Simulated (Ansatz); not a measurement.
# CH₆B₃F: basis-set convergence

The task here is to estimate one member of a computed series from the others.

Method: one geometry, several basis sets; program: Ansatz 0.2.0, Gaussian basis.

Levels to be run: PBE0-D4/def2-SVP; ωB97M-V/def2-SVP; PBE0-D4/def2-QZVPP; ωB97M-V/def2-QZVPP; the functionals' def2-TZVPP values are taken from earlier runs.

## The relaxed structure

An earlier PBE0-D4 in a triple-zeta def2 set relaxation fixed the geometry.

11 atoms, charge 0, spin multiplicity 1.

Atoms are counted from 1 here; the program's logs count them from 0.

Bond lengths: B1–C2 1.547 Å, B1–H6 1.197 Å, B1–H7 1.196 Å, C2–B3 1.581 Å, C2–H8 1.097 Å, C2–H9 1.093 Å, B3–B4 1.679 Å, B3–F5 1.336 Å, B4–H10 1.199 Å, B4–H11 1.198 Å. Angles: C2–B1–H6 120.7°, C2–B1–H7 120.5°, H6–B1–H7 118.8°, B1–C2–B3 108.0°, B1–C2–H8 111.0°, B1–C2–H9 112.4°, B3–C2–H8 104.4°, B3–C2–H9 109.4°, H8–C2–H9 111.2°, C2–B3–B4 121.9°, C2–B3–F5 117.2°, B4–B3–F5 120.9°, B3–B4–H10 121.6°, B3–B4–H11 122.0°, H10–B4–H11 116.3°.

The first run:

Contents of in.yaml:

```yaml
crystal:
  periodic: [false, false, false]
  atoms:
    - {symbol: B, position_ang: [-1.207899, 0.756955, -1.081475]}
    - {symbol: C, position_ang: [-0.112720, -0.324228, -0.919237]}
    - {symbol: B, position_ang: [0.830959, 0.110016, 0.272476]}
    - {symbol: B, position_ang: [0.734460, -0.607569, 1.786945]}
    - {symbol: F, position_ang: [1.720036, 1.075904, 0.026485]}
    - {symbol: H, position_ang: [-2.272693, 0.632710, -0.548054]}
    - {symbol: H, position_ang: [-0.986903, 1.755733, -1.701493]}
    - {symbol: H, position_ang: [0.547861, -0.349293, -1.794900]}
    - {symbol: H, position_ang: [-0.530191, -1.312898, -0.710279]}
    - {symbol: H, position_ang: [-0.035084, -0.216825, 2.618804]}
    - {symbol: H, position_ang: [1.377475, -1.577503, 2.071426]}
basis:
  gaussian: {orbitals: def2-SVP}
hamiltonian: {xc: pbe0, dispersion: d4}
output: {orbitals: {seedname: orbitals}}
```

Launch:

```console
$ ansatz run in.yaml --threads 2 --pin off --events-out ev --progress --plain --max-ram 4352MiB
```

Steps of the session up to this table: PBE0-D4 in def2-SVP; ωB97M-V in def2-SVP; PBE0-D4 in def2-QZVPP; ωB97M-V in def2-QZVPP.

One table of the session follows, with a row left open; its other results are not shown here.

It belongs to the step «Functionals by basis». 

```
functional       basis  HOMO (eV)  LUMO (eV)
   PBE0-D4    def2-SVP      -8.11      -2.09
   PBE0-D4  def2-TZVPP      -8.15      -2.18
   PBE0-D4  def2-QZVPP      -8.16      -2.19
   ωB97M-V    def2-SVP          ?          ?
   ωB97M-V  def2-TZVPP     -10.41      -0.22
   ωB97M-V  def2-QZVPP     -10.42      -0.28
```

Estimate the missing values for ωB97M-V, def2-SVP.

**Answer.** HOMO (eV): -10.34; LUMO (eV): -0.01. In the column «HOMO (eV)» it lies between ωB97M-V, def2-TZVPP (-10.41) and PBE0-D4, def2-QZVPP (-8.16).
